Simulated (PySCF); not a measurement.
# C6H7Ga: the cost of one run

Programs: PySCF 2.14.0, with density-fitted response routines of our own. Each step states its level of theory. These are calculated values for one molecule in the gas phase, unless marked as measured. Atoms count from 0, in the outputs and in this text.

### Step 1. The starting structure

14 atoms, charge 0, multiplicity 1; geometry from: GFN2-xTB.

Bonds of the start (Å): C0–C1 1.21, C1–C2 1.36, C2–C3 1.22, C3–Ga4 1.98, Ga4–C5 2.03, Ga4–C6 2.03, C0–H7 1.05, C5–H8 1.09, C5–H9 1.09, C5–H10 1.09, C6–H11 1.09, C6–H12 1.09, C6–H13 1.09.

### Step 2. Ultraviolet spectrum: wB97X-D/def2-SVPD

The job: settings as JSON, then the geometry in Å.

```
{"job": {"kind": "uv", "xc": "wB97X-D", "basis": "def2-SVPD", "nstates": 8, "ntriplets": 3}, "charge": 0, "multiplicity": 1}
C      3.603760    -0.765062     2.869695
C      2.687916    -0.573132     2.109748
C      1.656665    -0.354352     1.250012
C      0.729803    -0.158912     0.479817
Ga    -0.758038     0.152255    -0.781444
C     -0.997957     2.070970    -1.411120
C     -1.883017    -1.462505    -1.297752
H      4.399379    -0.933198     3.531575
H     -1.409481     2.695493    -0.613090
H     -1.676987     2.124488    -2.266742
H     -0.038581     2.507125    -1.703061
H     -1.422794    -2.393752    -0.957181
H     -2.880799    -1.395086    -0.854732
H     -2.010547    -1.514804    -2.382870
```

Method: TDDFT wB97X-D/def2-SVPD, vertical, gas phase, core orbitals frozen in the response.

The run is started by

```
$ OMP_NUM_THREADS=1 python probes_run.py task.json out
```

The driver reads the jobs from task.json and runs them one after another.

Q: Estimate the wall time and peak memory of this job on 1 thread of Arm Neoverse N1, shared host.

About 85 s, with a peak of 0.93 GiB.
